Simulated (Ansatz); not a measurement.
# La: pressure up to the limit of the methods

One table from this session's results is given with a row withheld; the runs are named, their logs left out.

Program: Ansatz 0.2.0. Level of theory: DFT LDA, with the methods named in each step. These are calculated values, not measurements.

5 further runs of the same task are left out: 5 that didn't finish. Runs told in other sessions of the task aren't counted.

**The starting structure**

Symmetry: Pm-3m, No. 221, cubic system. Conventional cell: a = 3.271 Å, b = 3.271 Å, c = 3.271 Å, α = 90.00°, β = 90.00°, γ = 90.00°. Around La (site symmetry m-3m) lie 6 La at 3.27 Å.

As a file:

```
CELL_PARAMETERS angstrom
3.27109 0.00000 0.00000
0.00000 3.27109 0.00000
0.00000 0.00000 3.27109
ATOMIC_POSITIONS crystal
La 0.00000 0.00000 0.00000
```

Whether this phase is the stable one at these pressures isn't tested.

Set-up of the first run:

input.yaml

```yaml
crystal:
  lattice:
    - [3.271086248, 0.0, 0.0]
    - [0.0, 3.271086248, 0.0]
    - [0.0, 0.0, 3.271086248]
  atoms:
    - { symbol: La, position: [0.0, 0.0, 0.0] }
kpoints:
  mp_grid: { grid: [13, 13, 13] }
scf:
  occupations: { method: fermi_dirac, width: 0.05 }
hamiltonian:
  xc: lda
  pseudopotentials: { kind: paw }
output:
  forces: true
  stress: true
relax:
  f_tol: 0.005
  max_steps: 40
  cell: {}
```

Launch:

```bash
$ ansatz run input.yaml --threads 1 --pin off --max-ram 2048MiB --backend cpu --events-out ev --progress --plain --runs-dir out
```

Steps of the session up to this table: Cell relaxed at zero pressure, PAW; Volume scaled by 1, PAW; Volume scaled by 0.9, PAW; Volume scaled by 0.8, PAW; Volume scaled by 0.7, PAW; Volume scaled by 0.6, PAW; Volume scaled by 0.6, PAW (level accurate); Volume scaled by 0.5, PAW; Volume scaled by 0.4, PAW; Volume scaled by 0.4, PAW (source ansatz).

One table of the session follows, with a row left open; its other results are not shown here.

```
              method  volume over the first  volume (Å³/atom)  pressure (GPa)
                 PAW                      1            32.034            0.00
                 PAW                    0.9            28.831            3.85
                 PAW                    0.8                 ?               ?
                 PAW                    0.7            22.424           23.04
                 PAW                    0.6            19.221           54.11
                 PAW                    0.5            16.017          126.34
                 PAW                    0.4            12.814          309.51
PAW (level accurate)                    0.6            19.221           54.47
 PAW (source ansatz)                    0.4            12.814          310.09
```

Estimate the missing values for PAW, 0.8.

As computed: volume (Å³/atom): 25.628; pressure (GPa): 10.09. In the column «volume (Å³/atom)» it lies between PAW, 0.7 (22.424) and PAW, 0.9 (28.831).
